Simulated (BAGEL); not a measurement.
# CH6FSi2 (SMILES FC([SiH2])[SiH3]) at UHF/3-21G (density fitting with qzvpp-jkfit)

Aim: the vertical ionisation energy of CH6FSi2 at UHF/3-21G (density fitting with qzvpp-jkfit), from 2 runs. 

The calculation is run with BAGEL 1.2.2.

32 further runs of the same task are left out: 4 that didn't finish, 28 set aside as unsound or not needed.

## 1. The molecule

CH6FSi2 has 10 atoms, charge 0, and is taken as a doublet. SMILES: `FC([SiH2])[SiH3]`. The shape is that of a GFN2-xTB optimisation. This is one conformer, not always the lowest.

Bond lengths: F1–C2 1.404 Å, C2–Si3 1.913 Å, C2–Si4 1.923 Å, C2–H5 1.096 Å, Si3–H6 1.458 Å, Si3–H7 1.455 Å, Si4–H8 1.460 Å, Si4–H9 1.463 Å, Si4–H10 1.461 Å. Some angles: F1–C2–Si3 108.4°, F1–C2–Si4 106.9°, Si3–C2–Si4 116.7°, F1–C2–H5 104.7°, Si3–C2–H5 110.1°, Si4–C2–H5 109.3°, C2–Si3–H6 109.6°, C2–Si3–H7 111.7°, C2–Si4–H8 109.0°, C2–Si4–H9 106.3°.

## 2. A single-point energy at UHF/3-21G (density fitting with qzvpp-jkfit)

File input.json:

```json
{ "bagel": [

{
  "title": "molecule",
  "basis": "3-21g",
  "df_basis": "qzvpp-jkfit",
  "angstrom": true,
  "geometry": [
    { "atom": "F", "xyz": [   -0.390210,   -0.620660,   -1.819520 ] },
    { "atom": "C", "xyz": [   -0.555140,    0.060540,   -0.602980 ] },
    { "atom": "Si", "xyz": [    0.395680,    1.717620,   -0.704390 ] },
    { "atom": "Si", "xyz": [   -0.030220,   -1.152360,    0.794500 ] },
    { "atom": "H", "xyz": [   -1.633240,    0.248000,   -0.533860 ] },
    { "atom": "H", "xyz": [    0.124820,    2.511230,    0.488710 ] },
    { "atom": "H", "xyz": [    1.807250,    1.511640,   -0.992910 ] },
    { "atom": "H", "xyz": [   -0.822820,   -2.374170,    0.685180 ] },
    { "atom": "H", "xyz": [   -0.288600,   -0.461450,    2.057950 ] },
    { "atom": "H", "xyz": [    1.392490,   -1.440380,    0.627310 ] }
  ]
},
{
  "title": "uhf",
  "nopen": 1
},
{
  "title": "print",
  "file": "orbitals.molden",
  "orbitals": true
}

]}
```

Launch:

```bash
$ BAGEL_NUM_THREADS=1 BAGEL input.json > input.out
```

Standard output:

```text
* using 1 threads per process

  ===============================================================
  ===============================================================

  *** Geometry ***

  { "atom" : "F", "xyz" : [     -0.737390,     -1.172877,     -3.438394 ] },
  { "atom" : "C", "xyz" : [     -1.049063,      0.114404,     -1.139467 ] },
  { "atom" : "Si", "xyz" : [      0.747727,      3.245831,     -1.331104 ] },
  { "atom" : "Si", "xyz" : [     -0.057108,     -2.177645,      1.501387 ] },
  { "atom" : "H", "xyz" : [     -3.086376,      0.468652,     -1.008849 ] },
  { "atom" : "H", "xyz" : [      0.235876,      4.745537,      0.923528 ] },
  { "atom" : "H", "xyz" : [      3.415208,      2.856586,     -1.876328 ] },
  { "atom" : "H", "xyz" : [     -1.554904,     -4.486531,      1.294803 ] },
  { "atom" : "H", "xyz" : [     -0.545375,     -0.872014,      3.888962 ] },
  { "atom" : "H", "xyz" : [      2.631425,     -2.721924,      1.185444 ] },

  Number of auxiliary basis functions:      516

  Since a DF basis is specified, we compute 2- and 3-index integrals:
    o Being stored without compression. Storage requirement is 0.013 GB

  Number of basis functions:       56
  Number of electrons      :       49

    * METHOD: MOLECULE                             0.30

  *** Open-shell HF ***

  === Nuclear Repulsion ===
   209.4570820504

      * DIIS with orbital gradients will be used.

  === UHF iteration (3-21g) ===
      0       -714.66236365          0.03313216           0.11
      1       -714.74147983          0.01806423           0.10
      2       -714.75633638          0.01037784           0.11
      3       -714.76221865          0.00105831           0.10
      4       -714.76258626          0.00030776           0.10
      5       -714.76263142          0.00011946           0.10
      6       -714.76265732          0.00003061           0.10
      7       -714.76266244          0.00001463           0.11
      8       -714.76266450          0.00000479           0.13
      9       -714.76266469          0.00000210           0.14
     10       -714.76266474          0.00000081           0.13
     11       -714.76266476          0.00000031           0.14
     12       -714.76266476          0.00000015           0.14
     13       -714.76266476          0.00000008           0.15
     14       -714.76266476          0.00000005           0.11
     15       -714.76266476          0.00000003           0.12
     16       -714.76266476          0.00000001           0.13
     17       -714.76266476          0.00000001           0.13
    * SCF iteration converged.

    * S^2 (UHF) is 0.7547

    * Permanent dipole moment:
           (    0.152290,    -0.326145,    -0.671544) a.u.

    * METHOD: UHF                                  2.32

    * METHOD: PRINT                                0.01

  ===============================================================
```

Run time: 3 s. Hardware: 1 thread of Intel Xeon Platinum 8375C at 2.90GHz (Ice Lake), shared host; peak memory 0.098 GiB.

## 3. The singlet cation

File input.json:

```json
{ "bagel": [

{
  "title": "molecule",
  "basis": "3-21g",
  "df_basis": "qzvpp-jkfit",
  "angstrom": "true",
  "geometry": [
    { "atom": "F", "xyz": [      -0.390210,      -0.620660,      -1.819520 ] },
    { "atom": "C", "xyz": [      -0.555140,       0.060540,      -0.602980 ] },
    { "atom": "Si", "xyz": [       0.395680,       1.717620,      -0.704390 ] },
    { "atom": "Si", "xyz": [      -0.030220,      -1.152360,       0.794500 ] },
    { "atom": "H", "xyz": [      -1.633240,       0.248000,      -0.533860 ] },
    { "atom": "H", "xyz": [       0.124820,       2.511230,       0.488710 ] },
    { "atom": "H", "xyz": [       1.807250,       1.511640,      -0.992910 ] },
    { "atom": "H", "xyz": [      -0.822820,      -2.374170,       0.685180 ] },
    { "atom": "H", "xyz": [      -0.288600,      -0.461450,       2.057950 ] },
    { "atom": "H", "xyz": [       1.392490,      -1.440380,       0.627310 ] }
  ]
},

{ "title": "hf", "charge": 1 },

{ "title": "print", "file": "orbitals.molden", "orbitals": "true" }

]}
```

Launch:

```bash
$ BAGEL_NUM_THREADS=1 BAGEL input.json > input.out
```

Standard output:

```text
* using 1 threads per process

  ===============================================================
  ===============================================================

  *** Geometry ***

  { "atom" : "F", "xyz" : [     -0.737390,     -1.172877,     -3.438394 ] },
  { "atom" : "C", "xyz" : [     -1.049063,      0.114404,     -1.139467 ] },
  { "atom" : "Si", "xyz" : [      0.747727,      3.245831,     -1.331104 ] },
  { "atom" : "Si", "xyz" : [     -0.057108,     -2.177645,      1.501387 ] },
  { "atom" : "H", "xyz" : [     -3.086376,      0.468652,     -1.008849 ] },
  { "atom" : "H", "xyz" : [      0.235876,      4.745537,      0.923528 ] },
  { "atom" : "H", "xyz" : [      3.415208,      2.856586,     -1.876328 ] },
  { "atom" : "H", "xyz" : [     -1.554904,     -4.486531,      1.294803 ] },
  { "atom" : "H", "xyz" : [     -0.545375,     -0.872014,      3.888962 ] },
  { "atom" : "H", "xyz" : [      2.631425,     -2.721924,      1.185444 ] },

  Number of auxiliary basis functions:      516

  Since a DF basis is specified, we compute 2- and 3-index integrals:
    o Being stored without compression. Storage requirement is 0.013 GB

  Number of basis functions:       56
  Number of electrons      :       49

    * METHOD: MOLECULE                             0.21

  *** RHF ***

  === Nuclear Repulsion ===
   209.4570820504

      * DIIS with orbital gradients will be used.

  === RHF iteration (3-21g) ===
      0       -714.34630045          0.01797425           0.05
      1       -714.44741657          0.01000772           0.04
      2       -714.46972636          0.00168956           0.04
      3       -714.47107800          0.00040566           0.04
      4       -714.47117461          0.00016263           0.04
      5       -714.47119186          0.00005161           0.05
      6       -714.47119429          0.00001366           0.04
      7       -714.47119448          0.00000462           0.04
      8       -714.47119450          0.00000154           0.04
      9       -714.47119450          0.00000071           0.04
     10       -714.47119450          0.00000024           0.04
     11       -714.47119450          0.00000009           0.04
     12       -714.47119450          0.00000003           0.04
     13       -714.47119450          0.00000001           0.05
    * SCF iteration converged.

    * Permanent dipole moment:
           (   -0.266698,    -2.672598,    -0.064714) a.u.

    * METHOD: HF                                   0.75

    * METHOD: PRINT                                0.01

  ===============================================================
```

It took 1.2 s on 1 thread of Intel Xeon Platinum 8375C at 2.90GHz (Ice Lake), shared host; peak memory 0.098 GiB.

## 4. Outcome

Level: UHF/3-21G (density fitting with qzvpp-jkfit).

| quantity | value |
| --- | --- |
| doublet CH6FSi2: total energy | -714.76266 Eh |
| doublet CH6FSi2: dipole moment | 1.94 D |
| doublet CH6FSi2: ⟨S²⟩ | 0.755 |
| singlet cation: total energy | -714.47119 Eh |
| singlet cation: HOMO energy | -17.04 eV |
| singlet cation: LUMO energy | -7.06 eV |
| singlet cation: HOMO–LUMO gap | 9.98 eV |
| vertical ionisation energy (to the singlet cation) | 7.931 eV |

What this shows: The vertical ionisation energy comes to 7.93 eV (765 kJ/mol). Only the singlet of the ionised species was computed; a triplet could lie lower.
